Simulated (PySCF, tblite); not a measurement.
# C6H4O3: vibronic structure

What do calculations give for the vibronic structure of C6H4O3 (`C=CC1=CC(=O)OC1=O`)?

Programs: tblite 0.8.0 and PySCF 2.14.0, with routines of our own; each step states its level. All values are computed. Atoms count from 0.

## 1. The system as given

13 atoms, charge 0, multiplicity 1; geometry from: force field or distance geometry start.

## 2. Optimising the geometry with GFN2-xTB

Job settings and geometry (Å):

```
{"job": {"kind": "relax", "xc": "GFN2-xTB", "basis": "xTB"}, "charge": 0, "multiplicity": 1}
C     -2.297000     0.448300     0.034700
C     -1.353400    -0.419200    -0.216500
C      0.081900    -0.139800    -0.039700
C      1.039900    -1.008700    -0.295100
C      2.314300    -0.347000     0.003900
O      3.432000    -0.931700    -0.145100
O      2.094600     0.961200     0.412000
C      0.701900     1.113700     0.402100
O      0.139100     2.188600     0.729000
H     -3.344100     0.121700    -0.118400
H     -2.135000     1.460100     0.375700
H     -1.640100    -1.412600    -0.544100
H      0.961500    -2.034000    -0.616300
```

On the command line:

```console
OMP_NUM_THREADS=1 python excited_run.py task.json out
```

The driver reads the jobs from task.json and runs them one after another.

Standard output:

```text
step      E/eV     max force
  0    -735.24487    4.858
  1    -735.33746    6.837
  2    -735.73107    1.463
  3    -735.77224    0.839
  4    -735.80951    0.774
  5    -735.83146    0.623
  6    -735.84206    0.360
  7    -735.84609    0.406
  8    -735.84920    0.218
  9    -735.85116    0.111
 10    -735.85184    0.098
 11    -735.85296    0.094
 12    -735.85450    0.114
 13    -735.85543    0.099
 14    -735.85650    0.120
 15    -735.85761    0.124
 16    -735.85921    0.135
 17    -735.86093    0.129
 18    -735.86228    0.093
 19    -735.86299    0.062
 20    -735.86334    0.045
 21    -735.86355    0.038
 22    -735.86366    0.019
 23    -735.86371    0.022
 24    -735.86376    0.024
 25    -735.86383    0.023
 26    -735.86390    0.023
 27    -735.86394    0.017
 28    -735.86395    0.008
```

It took 0.16 s on 1 thread of Arm Neoverse V1, shared host.

Step by step:

```
step  energy from step 0 (eV)  largest force (eV/Å)
   0                   0.0000                4.8583
   1                  -0.0926                6.8367
   2                  -0.4862                1.4629
   3                  -0.5274                0.8390
   4                  -0.5646                0.7741
   5                  -0.5866                0.6229
   6                  -0.5972                0.3597
   7                  -0.6012                0.4057
   8                  -0.6043                0.2175
   9                  -0.6063                0.1110
  10                  -0.6070                0.0981
  11                  -0.6081                0.0943
  12                  -0.6096                0.1144
  13                  -0.6106                0.0993
  14                  -0.6116                0.1200
  15                  -0.6127                0.1236
  16                  -0.6143                0.1348
  17                  -0.6161                0.1292
  18                  -0.6174                0.0935
  19                  -0.6181                0.0624
  20                  -0.6185                0.0448
  21                  -0.6187                0.0381
  22                  -0.6188                0.0188
  23                  -0.6188                0.0224
  24                  -0.6189                0.0241
  25                  -0.6190                0.0228
  26                  -0.6190                0.0234
  27                  -0.6191                0.0165
  28                  -0.6191                0.0082
```

Close pairs (by a distance rule), those that changed most:

```
 bond  before (Å)  after (Å)  change (Å)
C4–O5       1.270      1.191      -0.079
C7–O8       1.257      1.191      -0.065
C2–C7       1.467      1.505      +0.038
O6–C7       1.401      1.363      -0.038
C1–C2       1.473      1.439      -0.034
C0–H9       1.107      1.076      -0.031
C2–C3       1.318      1.347      +0.029
C0–C1       1.306      1.333      +0.026
```

The end geometry stands in the next job.

## 3. Vibrational analysis with GFN2-xTB

Job settings and geometry (Å):

```
{"job": {"kind": "ir", "xc": "GFN2-xTB", "basis": "xTB"}, "charge": 0, "multiplicity": 1}
C     -2.309210     0.478476     0.044590
C     -1.370937    -0.432944    -0.209952
C      0.042096    -0.203299    -0.065995
C      1.059969    -1.054331    -0.297628
C      2.328593    -0.369252    -0.010396
O      3.450805    -0.760840    -0.085299
O      2.014552     0.916059     0.398031
C      0.662954     1.089780     0.389472
O      0.142892     2.115346     0.701426
H     -3.353611     0.250565    -0.081747
H     -2.059787     1.468965     0.384263
H     -1.638838    -1.425643    -0.549870
H      1.026134    -2.072394    -0.634624
```

Standard output:

```text
mode    cm-1     km/mol
  1      73.8      0.04
  2     144.2      5.50
  3     169.3      1.58
  4     200.8      0.79
  5     328.6      0.00
  6     390.3     16.54
  7     398.5      0.05
  8     554.1     10.99
  9     601.4     23.54
 10     615.3      0.14
 11     656.4      3.70
 12     687.1      6.37
 13     761.6      4.99
 14     779.9      9.96
 15     832.7     53.86
 16     915.0      4.76
 17     917.7    135.99
 18     968.1      6.55
 19    1002.7     35.38
 20    1004.5      5.31
 21    1130.7     13.99
 22    1170.1    371.82
 23    1273.6     15.00
 24    1289.0      5.07
 25    1387.3     13.29
 26    1612.5     91.15
 27    1639.5     72.70
 28    1802.7    762.19
 29    1825.3    139.37
 30    3055.0     20.84
 31    3114.8      1.50
 32    3151.5      8.00
 33    3165.2      2.70
```

Run time: 0.36 s. Hardware: 1 thread of Arm Neoverse V1, shared host.

Which atoms move in the most intense modes:

```
cm⁻¹  km/mol                               atoms
 833    53.9                   H12 63 %, C3 22 %
 918   136.0                    O6 67 %, C4 11 %
1003    35.4                  H11 50 %, H10 40 %
1170   371.8  C4 33 %, C7 25 %, O6 20 %, C3 16 %
1612    91.2                    C2 54 %, C3 38 %
1640    72.7                    C1 50 %, C0 39 %
1803   762.2  C7 31 %, C4 30 %, O8 19 %, O5 19 %
1825   139.4  C4 32 %, C7 32 %, O8 18 %, O5 18 %
```

## 4. Vibronic structure: TDDFT CAM-B3LYP/6-31G*

The job, as its differences from that of step 3:

```diff
@@ -1,2 +1,2 @@
-{"job": {"kind": "ir", "xc": "GFN2-xTB", "basis": "xTB"}, "charge": 0, "multiplicity": 1}
+{"job": {"kind": "vib", "xc": "CAM-B3LYP", "basis": "6-31G*", "tda": false}, "charge": 0, "multiplicity": 1}
 C     -2.309210     0.478476     0.044590
```

Level: TDDFT CAM-B3LYP/6-31G* vertical-gradient vibronic structure (displaced harmonic oscillators, Condon), gas phase.

Standard output:

```text
final grid: 56512 points
cycle   1  E = -456.1589036691  dE =  2.253e+00  |g| = 1.264e+00  |ddm| = 4.042e+00
cycle   2  E = -455.5847675207  dE =  5.741e-01  |g| = 2.210e+00  |ddm| = 2.905e+00
cycle   3  E = -456.4765209707  dE = -8.918e-01  |g| = 2.099e-01  |ddm| = 2.009e+00
cycle   4  E = -456.4829849581  dE = -6.464e-03  |g| = 1.102e-01  |ddm| = 2.209e-01
cycle   5  E = -456.4851268624  dE = -2.142e-03  |g| = 1.864e-02  |ddm| = 8.425e-02
cycle   6  E = -456.4852133486  dE = -8.649e-05  |g| = 6.142e-03  |ddm| = 2.533e-02
cycle   7  E = -456.4852230780  dE = -9.729e-06  |g| = 2.419e-03  |ddm| = 8.507e-03
cycle   8  E = -456.4852247917  dE = -1.714e-06  |g| = 8.240e-04  |ddm| = 3.478e-03
cycle   9  E = -456.4852249991  dE = -2.074e-07  |g| = 2.411e-04  |ddm| = 1.341e-03
cycle  10  E = -456.4852250151  dE = -1.601e-08  |g| = 1.032e-04  |ddm| = 3.324e-04
cycle  11  E = -456.4852250176  dE = -2.471e-09  |g| = 5.609e-05  |ddm| = 1.394e-04
cycle  12  E = -456.4852250184  dE = -8.296e-10  |g| = 8.467e-06  |ddm| = 7.054e-05
converged SCF energy = -456.4852250184

Singlet excitations (eV, f): 4.025 (0.0002)  4.609 (0.2733)  4.688 (0.0000)  6.200 (0.2542)  6.686 (0.0001)  6.706 (0.0230)

State S1  4.0250 eV  f = 0.00024  H-1->L 0.93
  relaxed dipole 2.518 D, largest gradient of the excitation energy 0.0898 Eh/bohr
  mode    cm-1        S   lambda/meV  Raman
   29   1825.3    0.5673     128.4   1.000
   22   1170.1    0.5691      82.6   0.412
   26   1612.5    0.1654      33.1   0.228
    6    390.3    0.4340      21.0   0.035
   23   1273.6    0.0912      14.4   0.078
   14    779.9    0.1096      10.6   0.035
   11    656.4    0.1248      10.2   0.028
   18    968.1    0.0821       9.9   0.041
    8    554.1    0.1167       8.0   0.019
    4    200.8    0.3183       7.9   0.007
   21   1130.7    0.0392       5.5   0.027
    7    398.5    0.0637       3.1   0.005
  reorganisation energy 0.3392 eV, total S 2.707, 0-0 3.6859 eV
  absorption maximum 3.914 eV, width 0.550 eV

State S2  4.6094 eV  f = 0.27327  H->L 0.91
  relaxed dipole 8.175 D, largest gradient of the excitation energy 0.0727 Eh/bohr
  mode    cm-1        S   lambda/meV  Raman
   26   1612.5    0.5338     106.7   1.000
   27   1639.5    0.4354      88.5   0.843
   10    615.3    0.9456      72.1   0.258
    8    554.1    0.4839      33.2   0.107
   23   1273.6    0.1680      26.5   0.196
   29   1825.3    0.0909      20.6   0.218
   11    656.4    0.2216      18.0   0.069
   18    968.1    0.1429      17.2   0.097
   14    779.9    0.1591      15.4   0.070
   22   1170.1    0.0886      12.9   0.087
   20   1004.5    0.0474       5.9   0.034
    6    390.3    0.0729       3.5   0.008
  reorganisation energy 0.4290 eV, total S 3.535, 0-0 4.1804 eV
  absorption maximum 4.462 eV, width 0.598 eV

State S4  6.2003 eV  f = 0.25424  H-3->L 0.77, H-4->L 0.14
  relaxed dipole 1.179 D, largest gradient of the excitation energy 0.0856 Eh/bohr
  mode    cm-1        S   lambda/meV  Raman
   22   1170.1    2.7464     398.4   1.000
   29   1825.3    0.3609      81.7   0.320
   26   1612.5    0.3455      69.1   0.239
    6    390.3    0.9636      46.6   0.039
   23   1273.6    0.2410      38.1   0.104
    8    554.1    0.5002      34.4   0.041
   10    615.3    0.4114      31.4   0.041
   11    656.4    0.3677      29.9   0.042
   21   1130.7    0.2121      29.7   0.072
   17    917.7    0.0803       9.1   0.018
   14    779.9    0.0716       6.9   0.012
    7    398.5    0.1388       6.9   0.006
  reorganisation energy 0.7997 eV, total S 6.560, 0-0 5.4006 eV
  absorption maximum 6.119 eV, width 0.788 eV

State T1  2.6513 eV  f = 0.00000  H->L 0.90
  relaxed dipole 6.097 D, largest gradient of the excitation energy 0.1131 Eh/bohr
  mode    cm-1        S   lambda/meV  Raman
   26   1612.5    1.4269     285.3   1.000
   27   1639.5    1.0435     212.1   0.756
   11    656.4    0.3465      28.2   0.040
    8    554.1    0.3470      23.8   0.029
   18    968.1    0.1632      19.6   0.041
   22   1170.1    0.1156      16.8   0.043
   10    615.3    0.1947      14.9   0.020
   14    779.9    0.0593       5.7   0.010
   21   1130.7    0.0406       5.7   0.014
   23   1273.6    0.0174       2.7   0.008
   24   1289.0    0.0105       1.7   0.005
   20   1004.5    0.0117       1.5   0.003
  reorganisation energy 0.6245 eV, total S 3.856, 0-0 2.0269 eV
  absorption maximum 2.633 eV, width 0.706 eV
```

Run time: 35 s. Hardware: 1 thread of Arm Neoverse V1, shared host; peak memory 0.83 GiB.

## 5. Vibronic structure: TDDFT revPBE/6-31G*

The job, as its differences from that of step 4:

```diff
@@ -1,2 +1,2 @@
-{"job": {"kind": "vib", "xc": "CAM-B3LYP", "basis": "6-31G*", "tda": false}, "charge": 0, "multiplicity": 1}
+{"job": {"kind": "vib", "xc": "revPBE", "basis": "6-31G*", "tda": false}, "charge": 0, "multiplicity": 1}
 C     -2.309210     0.478476     0.044590
```

With the program's defaults for keys left out, this is: TDDFT revPBE/6-31G* vertical-gradient vibronic structure (displaced harmonic oscillators, Condon), gas phase.

Standard output:

```text
final grid: 56512 points
cycle   1  E = -456.2489719135  dE =  1.777e+00  |g| = 1.270e+00  |ddm| = 4.147e+00
cycle   2  E = -452.8597973870  dE =  3.389e+00  |g| = 3.866e+00  |ddm| = 4.236e+00
cycle   3  E = -456.4217947819  dE = -3.562e+00  |g| = 7.355e-01  |ddm| = 3.859e+00
cycle   4  E = -456.5472236785  dE = -1.254e-01  |g| = 2.910e-01  |ddm| = 1.041e+00
cycle   5  E = -456.5383738811  dE =  8.850e-03  |g| = 3.309e-01  |ddm| = 5.769e-01
cycle   6  E = -456.5676520939  dE = -2.928e-02  |g| = 6.288e-02  |ddm| = 3.674e-01
cycle   7  E = -456.5685085376  dE = -8.564e-04  |g| = 2.401e-02  |ddm| = 7.144e-02
cycle   8  E = -456.5686320257  dE = -1.235e-04  |g| = 5.961e-03  |ddm| = 2.370e-02
cycle   9  E = -456.5686389040  dE = -6.878e-06  |g| = 2.938e-03  |ddm| = 8.201e-03
cycle  10  E = -456.5686404182  dE = -1.514e-06  |g| = 1.389e-03  |ddm| = 3.714e-03
cycle  11  E = -456.5686409651  dE = -5.469e-07  |g| = 2.120e-04  |ddm| = 1.548e-03
cycle  12  E = -456.5686409747  dE = -9.655e-09  |g| = 7.551e-05  |ddm| = 2.414e-04
cycle  13  E = -456.5686409758  dE = -1.070e-09  |g| = 3.688e-05  |ddm| = 8.644e-05
cycle  14  E = -456.5686409761  dE = -2.781e-10  |g| = 1.492e-05  |ddm| = 4.365e-05
converged SCF energy = -456.5686409761

Singlet excitations (eV, f): 2.913 (0.0001)  3.600 (0.0000)  3.894 (0.1369)  4.972 (0.1097)  5.150 (0.0000)  5.647 (0.0876)

State S1  2.9132 eV  f = 0.00009  H->L 1.00
  relaxed dipole 1.321 D, largest gradient of the excitation energy 0.0900 Eh/bohr
  mode    cm-1        S   lambda/meV  Raman
   29   1825.3    0.4690     106.1   1.000
   22   1170.1    0.6396      92.8   0.560
   26   1612.5    0.2570      51.4   0.428
    6    390.3    0.8586      41.5   0.084
   18    968.1    0.0952      11.4   0.057
   11    656.4    0.1238      10.1   0.034
    8    554.1    0.1334       9.2   0.026
    4    200.8    0.3406       8.5   0.009
   23   1273.6    0.0492       7.8   0.051
    7    398.5    0.1555       7.7   0.016
   14    779.9    0.0746       7.2   0.029
   10    615.3    0.0843       6.4   0.020
  reorganisation energy 0.3743 eV, total S 3.367, 0-0 2.5389 eV
  absorption maximum 2.819 eV, width 0.592 eV

State S3  3.8939 eV  f = 0.13695  H-1->L 0.84
  relaxed dipole 7.639 D, largest gradient of the excitation energy 0.0557 Eh/bohr
  mode    cm-1        S   lambda/meV  Raman
   10    615.3    0.9882      75.4   0.723
   23   1273.6    0.2564      40.5   0.804
   27   1639.5    0.1926      39.2   1.000
   29   1825.3    0.1170      26.5   0.753
   20   1004.5    0.1274      15.9   0.248
   14    779.9    0.1582      15.3   0.186
   26   1612.5    0.0697      13.9   0.350
   17    917.7    0.0833       9.5   0.136
   11    656.4    0.1087       8.8   0.090
    8    554.1    0.1262       8.7   0.075
   28   1802.7    0.0282       6.3   0.177
    6    390.3    0.0871       4.2   0.026
  reorganisation energy 0.2731 eV, total S 2.410, 0-0 3.6209 eV
  absorption maximum 3.699 eV, width 0.420 eV

State S4  4.9718 eV  f = 0.10970  H-3->L 0.76, H-4->L 0.12
  relaxed dipole 0.682 D, largest gradient of the excitation energy 0.0711 Eh/bohr
  mode    cm-1        S   lambda/meV  Raman
   22   1170.1    2.3867     346.3   1.000
   26   1612.5    0.2388      47.7   0.190
    6    390.3    0.8849      42.8   0.041
   21   1130.7    0.2256      31.6   0.088
   11    656.4    0.3024      24.6   0.040
    8    554.1    0.3317      22.8   0.031
   27   1639.5    0.1047      21.3   0.086
   29   1825.3    0.0926      21.0   0.094
   23   1273.6    0.1262      19.9   0.063
   10    615.3    0.2330      17.8   0.027
   17    917.7    0.1335      15.2   0.034
    7    398.5    0.2542      12.6   0.012
  reorganisation energy 0.6262 eV, total S 5.343, 0-0 4.3456 eV
  absorption maximum 4.920 eV, width 0.680 eV

State T1  2.5240 eV  f = 0.00000  H-1->L 0.97
  relaxed dipole 6.363 D, largest gradient of the excitation energy 0.0738 Eh/bohr
  mode    cm-1        S   lambda/meV  Raman
   27   1639.5    0.6646     135.1   1.000
   26   1612.5    0.6602     132.0   0.961
   11    656.4    0.2669      21.7   0.064
   10    615.3    0.2709      20.7   0.057
    8    554.1    0.2521      17.3   0.043
   18    968.1    0.0977      11.7   0.051
   22   1170.1    0.0527       7.7   0.040
   14    779.9    0.0623       6.0   0.021
   23   1273.6    0.0374       5.9   0.034
   20   1004.5    0.0300       3.7   0.017
   29   1825.3    0.0122       2.8   0.023
   21   1130.7    0.0184       2.6   0.013
  reorganisation energy 0.3708 eV, total S 2.474, 0-0 2.1532 eV
  absorption maximum 2.355 eV, width 0.504 eV
```

Wall time 30 s (1 thread of Arm Neoverse V1, shared host); peak memory 0.77 GiB.

## 6. Summary of results

```
                                                                                        quantity                     value
                                                       strongest single infrared mode (GFN2-xTB)     1803 cm⁻¹, 762 km/mol
                                                                    zero-point energy (GFN2-xTB)             53.8 kcal/mol
S1: vertical, reorganisation, 0-0, total S (step 4, TDDFT CAM-B3LYP/6-31G*, modes from GFN2-xTB)  4.03, 0.34, 3.69 eV; 2.7
S2: vertical, reorganisation, 0-0, total S (step 4, TDDFT CAM-B3LYP/6-31G*, modes from GFN2-xTB)  4.61, 0.43, 4.18 eV; 3.5
S4: vertical, reorganisation, 0-0, total S (step 4, TDDFT CAM-B3LYP/6-31G*, modes from GFN2-xTB)  6.20, 0.80, 5.40 eV; 6.6
   S1: vertical, reorganisation, 0-0, total S (step 5, TDDFT revPBE/6-31G*, modes from GFN2-xTB)  2.91, 0.37, 2.54 eV; 3.4
   S3: vertical, reorganisation, 0-0, total S (step 5, TDDFT revPBE/6-31G*, modes from GFN2-xTB)  3.89, 0.27, 3.62 eV; 2.4
   S4: vertical, reorganisation, 0-0, total S (step 5, TDDFT revPBE/6-31G*, modes from GFN2-xTB)  4.97, 0.63, 4.35 eV; 5.3
```

All 33 modes are real, so the xTB geometry is a minimum. The strongest single mode, at 1803 cm⁻¹, is carried by C7, C4, O8, O5. Unscaled tight-binding wavenumbers are off by several per cent, some by more. Its intensities can rank the bands wrongly. The vibronic model keeps the ground-state modes (from xTB) and shifts them along the gradient alone, so it can miss much of the relaxation that a full optimisation finds.
